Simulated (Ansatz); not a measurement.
BiTe:

```
CELL_PARAMETERS angstrom
0.00000 3.23500 3.23500
3.23500 0.00000 3.23500
3.23500 3.23500 0.00000
ATOMIC_POSITIONS crystal
Bi 0.00000 0.00000 0.00000
Te 0.50000 0.50000 0.50000
```

```yaml
Program: Ansatz 0.2.0
Task: relaxation of cell and atoms
Functional: RPBE
Dispersion: D4
Potentials_or_basis: Ansatz PAW
Cutoff: "420 eV (not typed: the program's choice for these potentials)"
k_mesh: 7 × 7 × 7
Occupations: fermi-dirac, width 0.05 eV
Spin: no spin polarisation
```

At the start: volume 33.86 Å³/atom.

Problem. Where does the relaxation end?

Solution. It ends after 5 steps and the volume is 32.45 Å³/atom (-4.2 %); space group Fm-3m (No. 225, to 0.05 Å).

The path:
| step | energy change (eV) | largest force (eV/Å) | volume (Å³) |
| --- | --- | --- | --- |
| 1 | 0.0000 | 0.0000 | 67.71 |
| 2 | -0.0152 | 0.0000 | 63.57 |
| 3 | -0.0195 | 0.0000 | 64.99 |
| 4 | -0.0196 | 0.0000 | 64.89 |
| 5 | -0.0190 | 0.0000 | 64.89 |

Final structure:
```cif
data_structure
_symmetry_space_group_name_H-M 'P 1'
_symmetry_Int_Tables_number 1
_cell_length_a 4.5106
_cell_length_b 4.5106
_cell_length_c 4.5106
_cell_angle_alpha 60.000
_cell_angle_beta 60.000
_cell_angle_gamma 60.000
_cell_volume 64.89
loop_
_atom_site_label
_atom_site_type_symbol
_atom_site_fract_x
_atom_site_fract_y
_atom_site_fract_z
_atom_site_occupancy
Bi1 Bi 0.00000 0.00000 0.00000 1
Te1 Te 0.50000 0.50000 0.50000 1
```

Caveat: the plane-wave basis is chosen anew once the cell has moved, so the energies of steps on either side of that aren't comparable; pairwise dispersion overbinds metals, which lowers pressure and volume; the PAW data sets come from PBE, with cores solved anew for the run's functional, which leaves a small shift of forces and pressure.
